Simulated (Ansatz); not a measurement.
**CH2STe (SMILES S=C[TeH]): single points off equilibrium**

The atoms stand at a structure displaced at random from a GFN2-xTB minimum. How far do the functionals agree with CCSD(T) there?

Program: Ansatz 0.2.0, Gaussian basis. Level of theory: single points in def2-TZVPP. These are calculated values, not measurements.

Correlated methods freeze the cores. Filled d shells of the heavier atoms are correlated. Core potentials replace the inner electrons past krypton, and spin-orbit coupling is left out.

## 1. The system as given

SMILES `S=C[TeH]`, 5 atoms, charge 0, spin multiplicity 1.

Atoms are counted from 1 here; the program's logs count them from 0.

Bond lengths: S1–C2 1.718 Å, C2–Te3 2.111 Å, C2–H4 1.262 Å, Te3–H5 1.857 Å. Angles: S1–C2–Te3 126.4°, S1–C2–H4 118.2°, Te3–C2–H4 115.2°, C2–Te3–H5 91.6°.

Geometry (Å):

```xyz
5

S    -0.87880   -1.97270   -0.66790
C    -0.33610   -0.49820    0.02770
Te    1.03640    0.85950   -0.82520
H    -0.71970   -0.21330    1.19570
H     0.99570    1.93390    0.68870
```

## 2. CCSD(T)/def2-TZVPP

Contents of run/in.yaml:

```yaml
crystal:
  periodic: [false, false, false]
  atoms:
    - {symbol: S, position_ang: [-0.878800, -1.972700, -0.667900]}
    - {symbol: C, position_ang: [-0.336100, -0.498200, 0.027700]}
    - {symbol: Te, position_ang: [1.036400, 0.859500, -0.825200]}
    - {symbol: H, position_ang: [-0.719700, -0.213300, 1.195700]}
    - {symbol: H, position_ang: [0.995700, 1.933900, 0.688700]}
basis:
  gaussian: {orbitals: def2-TZVPP}
correlation: {method: ccsd_t}
output: {forces: true}
```

No record of the launch command was kept for these runs.

## 3. PBE0-D4/def2-TZVPP

Edit run/in.yaml of step 2 so:

```diff
@@ -10,3 +10,3 @@
   gaussian: {orbitals: def2-TZVPP}
-correlation: {method: ccsd_t}
-output: {forces: true}
+hamiltonian: {xc: pbe0, dispersion: d4}
+output: {forces: true, orbitals: {seedname: orbitals}}
```

## 4. wB97M-V/def2-TZVPP

Edit run/in.yaml of step 3 so:

```diff
@@ -10,3 +10,3 @@
   gaussian: {orbitals: def2-TZVPP}
-hamiltonian: {xc: pbe0, dispersion: d4}
-output: {forces: true, orbitals: {seedname: orbitals}}
+hamiltonian: {xc: {name: wB97M-V}}
+output: {forces: true}
```

## 5. r2SCAN-D4/def2-TZVPP

Edit run/in.yaml of step 4 so:

```diff
@@ -10,3 +10,3 @@
   gaussian: {orbitals: def2-TZVPP}
-hamiltonian: {xc: {name: wB97M-V}}
+hamiltonian: {xc: r2scan, dispersion: d4}
 output: {forces: true}
```

## 6. PBE-D4/def2-TZVPP

Edit run/in.yaml of step 5 so:

```diff
@@ -10,3 +10,3 @@
   gaussian: {orbitals: def2-TZVPP}
-hamiltonian: {xc: r2scan, dispersion: d4}
+hamiltonian: {xc: pbe, dispersion: d4}
 output: {forces: true}
```

## 7. BLYP-D4/def2-TZVPP

Edit run/in.yaml of step 6 so:

```diff
@@ -10,3 +10,3 @@
   gaussian: {orbitals: def2-TZVPP}
-hamiltonian: {xc: pbe, dispersion: d4}
+hamiltonian: {xc: {name: BLYP}, dispersion: d4}
 output: {forces: true}
```

## 8. B97M-V/def2-TZVPP

Edit run/in.yaml of step 7 so:

```diff
@@ -10,3 +10,3 @@
   gaussian: {orbitals: def2-TZVPP}
-hamiltonian: {xc: {name: BLYP}, dispersion: d4}
+hamiltonian: {xc: {name: B97M-V}}
 output: {forces: true}
```

(Steps that only read results are left out.)

**Question.** What will these runs give? Wanted: energy less free atoms, CCSD(T)/def2-TZVPP; RMS force component; RMS force error; HOMO and LUMO, PBE0-D4; T1 diagnostic.

The runs gave:

```
                                  quantity                                                                                          value
energy less free atoms, CCSD(T)/def2-TZVPP                                                                                -322.4 kcal/mol
                       RMS force component                                                           1.517 to 1.833 eV/Å over the methods
                           RMS force error  PBE0-D4 0.216, wB97M-V 0.264, r2SCAN-D4 0.135, PBE-D4 0.157, BLYP-D4 0.212, B97M-V 0.200 eV/Å
                    HOMO and LUMO, PBE0-D4                                                                             -6.58 and -2.67 eV
                             T1 diagnostic                                                                                          0.019
```

In words: Against CCSD(T) the functionals' energies less atoms differ by -32.9 to -7.6 kcal/mol, PBE-D4 by -32.9 kcal/mol. CCSD(T) in triple zeta still lacks some correlation energy of the bonds, so part of these gaps is its own basis error and they don't rank the functionals. On forces the order runs from r2SCAN-D4 to wB97M-V. Frozen-core CCSD(T) forces in triple zeta carry basis errors of their own, and this is one geometry, so small gaps rank nothing. The restricted Hartree–Fock reference is unstable towards an unrestricted one at one or more of these structures.
